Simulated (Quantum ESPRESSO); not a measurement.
# WF (R3m) in Quantum ESPRESSO: reference runs

Reference runs on WF: the cell as given and a disturbed copy.

Program: Quantum ESPRESSO 7.5. These are calculated values, not measurements. Logs are shortened: lines on timing, memory, paths and dates and some standing lists are left out, and cuts for length are marked.

### 1 Starting point

Symmetry: R3m, No. 160, trigonal system. The conventional cell has a = 2.732 Å, b = 2.732 Å, c = 15.209 Å, α = 90.00°, β = 90.00°, γ = 120.00°. Around W (site symmetry 3m) lie 1 F at 1.87 Å. F (site symmetry 3m) has 1 W at 1.87 Å as nearest neighbours.

The cell was built by a generator and needn't be a form met in nature.

### 2 Single point, PBE

The input, pw.in:

```
&CONTROL
  calculation = 'scf'
  prefix = 'pwscf'
  outdir = './tmp'
  pseudo_dir = './pseudo'
  tprnfor = .true.
  tstress = .true.
  disk_io = 'low'
/
&SYSTEM
  ibrav = 0
  celldm(1) = 8
  nat = 2
  ntyp = 2
  ecutwfc = 55
  ecutrho = 440
  nbnd = 17
  occupations = 'smearing'
  smearing = 'fd'
  degauss = 0.00367493
/
&ELECTRONS
  conv_thr = 4d-10
  electron_maxstep = 120
  mixing_beta = 0.5
/
ATOMIC_SPECIES
W    183.8400 W_pbe_v1.2.uspp.F.UPF
F     18.9984 f_pbe_v1.4.uspp.F.UPF
CELL_PARAMETERS alat
  0.3226447520456   0.1862797527350   1.1975194451754
 -0.3226447520456   0.1862797527350   1.1975194451754
  0.0000000000000  -0.3725571433123   1.1975194451754
ATOMIC_POSITIONS crystal
W      0.8141200000    0.8141200000    0.8141200000
F      0.9371200000    0.9371200000    0.9371200000
K_POINTS automatic
11 11 11 0 0 0
```

The input, pp_density.in:

```
&INPUTPP
  prefix = 'pwscf'
  outdir = './tmp'
  filplot = 'density.dat'
  plot_num = 0
/
&PLOT
  nfile = 1
  filepp(1) = 'density.dat'
  iflag = 3
  output_format = 6
  fileout = 'density.cube'
/
```

The input, pp_potential.in:

```
&INPUTPP
  prefix = 'pwscf'
  outdir = './tmp'
  filplot = 'potential.dat'
  plot_num = 11
/
&PLOT
  nfile = 1
  filepp(1) = 'potential.dat'
  iflag = 3
  output_format = 6
  fileout = 'potential.cube'
/
```

Potentials or basis: SSSP 1.3 efficiency PBE.

Command:

```bash
$ OMP_NUM_THREADS=1 pw.x -in pw.in > pw.out
$ OMP_NUM_THREADS=1 pp.x -in pp_density.in > pp_density.out
$ OMP_NUM_THREADS=1 pp.x -in pp_potential.in > pp_potential.out
```

pw.out:

```text
This program is part of the open-source Quantum ESPRESSO suite
     for quantum simulation of materials; please cite
[... 9 lines left out ...]
     --------------------
     sticks:   dense  smooth     PW     G-vecs:    dense   smooth      PW
     Sum        1761     877    305                34461    12141    2451

     Using Slab Decomposition

     bravais-lattice index     =            0
     lattice parameter (alat)  =       8.0000  a.u.
     unit-cell volume          =     221.1018 (a.u.)^3
     number of atoms/cell      =            2
     number of atomic types    =            2
     number of electrons       =        21.00
     number of Kohn-Sham states=           17
     kinetic-energy cutoff     =      55.0000  Ry
     charge density cutoff     =     440.0000  Ry
     scf convergence threshold =      4.0E-10
     mixing beta               =       0.5000
     number of iterations used =            8  plain     mixing
     Exchange-correlation=  SLA  PW   PBX  PBC
                           (   1   4   3   4   0   0   0)

     celldm(1)=   8.000000  celldm(2)=   0.000000  celldm(3)=   0.000000
     celldm(4)=   0.000000  celldm(5)=   0.000000  celldm(6)=   0.000000

     crystal axes: (cart. coord. in units of alat)
               a(1) = (   0.322645   0.186280   1.197519 )
               a(2) = (  -0.322645   0.186280   1.197519 )
               a(3) = (   0.000000  -0.372557   1.197519 )

     reciprocal axes: (cart. coord. in units 2 pi/alat)
               b(1) = (  1.549692  0.894715  0.278353 )
               b(2) = ( -1.549692  0.894715  0.278353 )
               b(3) = (  0.000000 -1.789431  0.278354 )

     PseudoPot. # 1 for W  read from file:
     W_pbe_v1.2.uspp.F.UPF
     Pseudo is Ultrasoft + core correction, Zval = 14.0
     Generated by new atomic code, or converted to UPF format
     Using radial grid of  923 points,  8 beta functions with:
                l(1) =   0
                l(2) =   0
                l(3) =   0
                l(4) =   1
                l(5) =   1
                l(6) =   2
                l(7) =   2
                l(8) =   3
     Q(r) pseudized with  6 coefficients,  rinner =    1.350   1.350   1.350
                                                       1.350   1.350   1.350
                                                       1.350

     PseudoPot. # 2 for F  read from file:
     f_pbe_v1.4.uspp.F.UPF
     Pseudo is Ultrasoft, Zval =  7.0
     Generated by new atomic code, or converted to UPF format
     Using radial grid of  799 points,  4 beta functions with:
                l(1) =   0
                l(2) =   0
                l(3) =   1
                l(4) =   1
     Q(r) pseudized with  8 coefficients,  rinner =    0.950   0.950   0.950

     atomic species   valence    mass     pseudopotential
     W                14.00   183.84000     W ( 1.00)
     F                 7.00    18.99840     F ( 1.00)

      2 Sym. Ops. (no inversion) found

   Cartesian axes

     site n.     atom                  positions (alat units)
         1        W      tau(   1) = (  -0.0000000   0.0000019   2.9247736  )
         2        F      tau(   2) = (   0.0000000   0.0000022   3.3666583  )

     number of k points=   366  Fermi-Dirac smearing, width (Ry)=  0.0037

     Number of k-points >= 100: set verbosity='high' to print them.

     Dense  grid:    34461 G-vectors     FFT dimensions: (  72,  72,  72)

     Smooth grid:    12141 G-vectors     FFT dimensions: (  48,  48,  48)

     Initial potential from superposition of free atoms

     starting charge      20.8997, renormalised to      21.0000

     negative rho (up, down):  6.357E-02 0.000E+00
     Starting wfcs are   17 randomized atomic wfcs

     Self-consistent Calculation

     iteration #  1     ecut=    55.00 Ry     beta= 0.50
     Davidson diagonalization with overlap
     ethr =  1.00E-02,  avg # of iterations =  5.2

     Threshold (ethr) on eigenvalues was too large:
     Diagonalizing with lowered threshold

     Davidson diagonalization with overlap
     ethr =  7.85E-04,  avg # of iterations =  1.2

     negative rho (up, down):  6.491E-02 0.000E+00

     total energy              =    -207.64078837 Ry
     estimated scf accuracy    <       0.16552374 Ry

     iteration #  2     ecut=    55.00 Ry     beta= 0.50
     Davidson diagonalization with overlap
     ethr =  7.88E-04,  avg # of iterations =  2.2

     negative rho (up, down):  6.563E-02 0.000E+00

     total energy              =    -207.64712582 Ry
     estimated scf accuracy    <       0.14422752 Ry

     iteration #  3     ecut=    55.00 Ry     beta= 0.50
     Davidson diagonalization with overlap
     ethr =  6.87E-04,  avg # of iterations =  1.5

     negative rho (up, down):  6.643E-02 0.000E+00

     total energy              =    -207.67900506 Ry
     estimated scf accuracy    <       0.01812789 Ry

     iteration #  4     ecut=    55.00 Ry     beta= 0.50
     Davidson diagonalization with overlap
     ethr =  8.63E-05,  avg # of iterations =  1.5

     negative rho (up, down):  6.677E-02 0.000E+00

     total energy              =    -207.68132243 Ry
     estimated scf accuracy    <       0.00108538 Ry

     iteration #  5     ecut=    55.00 Ry     beta= 0.50
     Davidson diagonalization with overlap
     ethr =  5.17E-06,  avg # of iterations =  3.7

     negative rho (up, down):  6.697E-02 0.000E+00

     total energy              =    -207.68149767 Ry
     estimated scf accuracy    <       0.00012267 Ry

     iteration #  6     ecut=    55.00 Ry     beta= 0.50
     Davidson diagonalization with overlap
     ethr =  5.84E-07,  avg # of iterations =  1.5

     negative rho (up, down):  6.697E-02 0.000E+00

     total energy              =    -207.68150841 Ry
     estimated scf accuracy    <       0.00000828 Ry

     iteration #  7     ecut=    55.00 Ry     beta= 0.50
     Davidson diagonalization with overlap
     ethr =  3.94E-08,  avg # of iterations =  1.6

     negative rho (up, down):  6.693E-02 0.000E+00

     total energy              =    -207.68150983 Ry
     estimated scf accuracy    <       0.00000024 Ry

     iteration #  8     ecut=    55.00 Ry     beta= 0.50
     Davidson diagonalization with overlap
     ethr =  1.13E-09,  avg # of iterations =  3.3

     negative rho (up, down):  6.692E-02 0.000E+00

     total energy              =    -207.68150991 Ry
     estimated scf accuracy    <       0.00000002 Ry

     iteration #  9     ecut=    55.00 Ry     beta= 0.50
     Davidson diagonalization with overlap
     ethr =  9.61E-11,  avg # of iterations =  1.8

     negative rho (up, down):  6.692E-02 0.000E+00

     total energy              =    -207.68150991 Ry
     estimated scf accuracy    <          7.0E-10 Ry

     iteration # 10     ecut=    55.00 Ry     beta= 0.50
     Davidson diagonalization with overlap
     ethr =  3.35E-12,  avg # of iterations =  2.9

     negative rho (up, down):  6.692E-02 0.000E+00

     End of self-consistent calculation

     Number of k-points >= 100: set verbosity='high' to print the bands.

     the Fermi energy is    10.7932 ev

!    total energy              =    -207.68150991 Ry
     estimated scf accuracy    <          6.2E-11 Ry
     smearing contrib. (-TS)   =      -0.00075764 Ry
     internal energy E=F+TS    =    -207.68075227 Ry

     The total energy is F=E-TS. E is the sum of the following terms:
     one-electron contribution =     -80.09416292 Ry
     hartree contribution      =      48.55951648 Ry
     xc contribution           =     -50.44305852 Ry
     ewald contribution        =    -125.70304731 Ry

     convergence has been achieved in  10 iterations

     negative rho (up, down):  6.692E-02 0.000E+00

     Forces acting on atoms (cartesian axes, Ry/au):

     atom    1 type  1   force =     0.00000000    0.00000012   -0.01074733
     atom    2 type  2   force =    -0.00000000   -0.00000012    0.01074733

     Total force =     0.015199     Total SCF correction =     0.000039

     Computing stress (Cartesian axis) and pressure

     negative rho (up, down):  6.692E-02 0.000E+00
          total   stress  (Ry/bohr**3)                   (kbar)     P=       13.74
   0.00007186   0.00000000   0.00000000           10.57        0.00        0.00
   0.00000000   0.00007186  -0.00000000            0.00       10.57       -0.00
  -0.00000000  -0.00000000   0.00013640           -0.00       -0.00       20.07

=------------------------------------------------------------------------------=
   JOB DONE.
=------------------------------------------------------------------------------=
```

Wall time 6.8 min (1 thread of Arm Neoverse V1, shared host); peak memory 0.43 GiB.

What came out:

- Free energy: -2825.6509 eV
- Pressure: 1.4 GPa
- Largest force: 0.276 eV/Å
- Band gap on the k mesh: none (metal or under the smearing width)

Forces in eV/Å, atoms in the order of the input:
```
W    0.000  0.000 -0.276
F    0.000  0.000  0.276
```

Caveat: an odd number of electrons without spin polarisation forces a metal; a magnetic or distorted state may lie lower. Spin-orbit coupling is left out, which matters for the levels of W.

### 3 Single point, PBE (atoms moved at random, drawn with an rms of 0.05 Å)

The input, pw.in:

```
&CONTROL
  calculation = 'scf'
  prefix = 'pwscf'
  outdir = './tmp'
  pseudo_dir = './pseudo'
  tprnfor = .true.
  tstress = .true.
  disk_io = 'nowf'
/
&SYSTEM
  ibrav = 0
  nat = 2
  ntyp = 2
  ecutwfc = 55
  ecutrho = 440
  nbnd = 17
  occupations = 'smearing'
  smearing = 'fd'
  degauss = 0.00367493
/
&ELECTRONS
  conv_thr = 4d-10
  electron_maxstep = 120
  mixing_beta = 0.5
/
ATOMIC_SPECIES
W    183.8400 W_pbe_v1.2.uspp.F.UPF
F     18.9984 f_pbe_v1.4.uspp.F.UPF
CELL_PARAMETERS angstrom
   1.3658900000    0.7886000000    5.0696000000
  -1.3658900000    0.7886000000    5.0696000000
   0.0000000000   -1.5771900000    5.0696000000
ATOMIC_POSITIONS crystal
W      0.8067540000    0.8235860000    0.8036720000
F      0.9302470000    0.9598050000    0.9183760000
K_POINTS automatic
11 11 11 0 0 0
```

Potentials or basis: SSSP 1.3 efficiency PBE.

Command:

```bash
$ OMP_NUM_THREADS=1 pw.x -in pw.in > pw.out
```

It took 12 min on 1 thread of Arm Neoverse V1, shared host; peak memory 0.54 GiB.

It converged, with:

```
Free energy            : -2825.6474 eV
Pressure               : -1.1 GPa
Largest force          : 0.435 eV/Å
Band gap on the k mesh : none (metal or under the smearing width)
```

Forces in eV/Å, atoms in the order of the input:
```
W   -0.046  0.064  0.428
F    0.046 -0.064 -0.428
```

Stress tensor (GPa, compression positive):
```
 0.87  0.01  0.45
 0.01  0.87 -0.61
 0.45 -0.61 -5.01
```

Levels at points of the mesh, in eV from the Fermi level:
```csv
k point,band 8,band 9,band 10,band 11,band 12,band 13
"(0.00, 0.00, 0.00)",-3.76,-3.76,-0.28,-0.17,-0.16,3.65
```

Caveat: an odd number of electrons without spin polarisation forces a metal; a magnetic or distorted state may lie lower. Spin-orbit coupling is left out, which matters for the levels of W.
